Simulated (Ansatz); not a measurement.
# AlH₄O₂Si radical + H₂O + H₂O: a complex and its separated parts

Aim: how far the complex at one end of a reaction step lies below its separated, relaxed parts, level by level.

The runs use Ansatz 0.2.0, Gaussian basis; PBE0-D4/def2-TZVP structures, single points in def2-TZVPP, no counterpoise correction.

Levels: SPW92, PBE-D4, BLYP-D4, r2SCAN-D4, B97M-V, PBE0-D4, B3LYP-D4, r2SCAN0-D4, BHLYP-D4, CAM-B3LYP-D4, wB97X-V, wB97M-V, B2PLYP, PBE-QIDH, RPA on PBE, Hartree-Fock, MP2, CCSD, CCSD(T).

Correlated methods freeze the cores. Orbitals are unrestricted. B3LYP uses VWN-RPA correlation. B2PLYP carries no dispersion term here.

113 further runs of the same task are left out: 113 set aside as unsound or not needed. Runs told in other sessions of the task aren't counted.

## Step 1: Starting geometry

The complex: 14 atoms, charge 0, spin multiplicity 2.

Atoms are counted from 1 here; the program's logs count them from 0.

Bond lengths: Al1–O2 1.767 Å, Al1–O4 1.728 Å, Al1–O6 1.930 Å, O2–Si3 1.634 Å, Si3–H9 1.488 Å, Si3–H10 1.488 Å, Si3–H11 1.490 Å, O4–H12 0.955 Å, H5–O6 1.008 Å, O6–H13 0.966 Å, H7–O8 0.983 Å, O8–H14 0.960 Å. Angles: O2–Al1–O4 117.4°, O2–Al1–O6 96.8°, O4–Al1–O6 91.7°, Al1–O2–Si3 137.1°, O2–Si3–H9 111.6°, O2–Si3–H10 111.6°, O2–Si3–H11 108.2°, H9–Si3–H10 108.4°, H9–Si3–H11 108.6°, H10–Si3–H11 108.4°, Al1–O4–H12 122.4°, Al1–O6–H5 112.3°, Al1–O6–H13 105.8°, H5–O6–H13 109.3°, H7–O8–H14 107.1°.

As a file:

```xyz
14
AlH8O4Si
Al   -1.5069   -0.0577    0.1644
O     0.0835   -0.4143   -0.5174
Si    0.6769   -1.1024   -1.8758
O    -2.1847    1.4969   -0.1695
H     0.1169    0.4941    1.9744
O    -0.8884    0.5206    1.8988
H     1.3549    0.0118    0.6734
O     1.6358    0.3306    1.5598
H    -0.0741   -2.3352   -2.2384
H     0.6276   -0.1652   -3.0301
H     2.1001   -1.4690   -1.6289
H    -2.9306    1.6149   -0.7541
H    -1.1913    1.4332    1.9959
H     2.1804   -0.3583    1.9475
```

Its parts: AlH₄O₂Si radical holds atoms 1, 2, 3, 4, 9, 10, 11, 12; H₂O holds atoms 5, 6, 13; H₂O holds atoms 7, 8, 14. Each part counts its atoms afresh in its own runs.

## Step 2: Relaxing AlH₄O₂Si radical alone

The input, relax-a/in.yaml:

```yaml
crystal:
  periodic: [false, false, false]
  atoms:
    - {symbol: Al, position_ang: [-1.506933, -0.057652, 0.164386]}
    - {symbol: O, position_ang: [0.083460, -0.414312, -0.517360]}
    - {symbol: Si, position_ang: [0.676942, -1.102447, -1.875812]}
    - {symbol: O, position_ang: [-2.184708, 1.496880, -0.169495]}
    - {symbol: H, position_ang: [-0.074080, -2.335151, -2.238444]}
    - {symbol: H, position_ang: [0.627560, -0.165205, -3.030118]}
    - {symbol: H, position_ang: [2.100076, -1.469031, -1.628929]}
    - {symbol: H, position_ang: [-2.930612, 1.614911, -0.754092]}
basis:
  gaussian: {orbitals: def2-TZVP}
magnetization: {spin_polarized: true, initial_magnetization: 1}
hamiltonian: {xc: pbe0, dispersion: d4}
relax: {f_tol: 0.005, max_steps: 200}
```

On the command line:

```sh
$ ansatz run in.yaml --threads 4 --pin off --events-out ev --progress --plain --max-ram 46080MiB --backend cuda --devices 0, --max-vram 37GiB
```

After this run come: Relaxing H₂O alone; Relaxing H₂O alone; SPW92/def2-TZVPP; PBE-D4/def2-TZVPP; BLYP-D4/def2-TZVPP; r2SCAN-D4/def2-TZVPP; B97M-V/def2-TZVPP; PBE0-D4/def2-TZVPP; B3LYP-D4/def2-TZVPP; r2SCAN0-D4/def2-TZVPP; BHLYP-D4/def2-TZVPP; CAM-B3LYP-D4/def2-TZVPP; wB97X-V/def2-TZVPP; wB97M-V/def2-TZVPP; B2PLYP/def2-TZVPP; PBE-QIDH/def2-TZVPP; RPA on PBE/def2-TZVPP; CCSD(T)/def2-TZVPP; Vibrations of AlH₄O₂Si radical; Vibrations of H₂O; Vibrations of H₂O.

Q: Predict the outcome of this session. Wanted: complex less parts, CCSD(T)/def2-TZVPP; with zero-point energy; largest T1 diagnostic.

The runs gave:

| quantity | value |
| --- | --- |
| complex less parts, CCSD(T)/def2-TZVPP | -142.0 kJ/mol |
| with zero-point energy | -119.7 kJ/mol |
| largest T1 diagnostic | 0.015 |

What this shows: At CCSD(T) the complex lies 142.0 kJ/mol below its parts. Among the functionals B97M-V lands nearest to CCSD(T) (0.0 kJ/mol) and SPW92 farthest (-70.9 kJ/mol). Mean unsigned error by rung: LDA 70.9, GGA 7.7, meta-GGA 7.3, hybrid 6.4, range-separated hybrid 5.0, double hybrid 6.9 kJ/mol. The double hybrids carry no dispersion term here, unlike the levels marked D4 or V. PBE-D4 gives a relative energy 10.4 kJ/mol too low, outside chemical accuracy (1 kcal/mol, 4.2 kJ/mol). No counterpoise was applied, and triple zeta lacks some correlation, so the CCSD(T) reference has a basis error of its own, and close matches with it are partly luck.
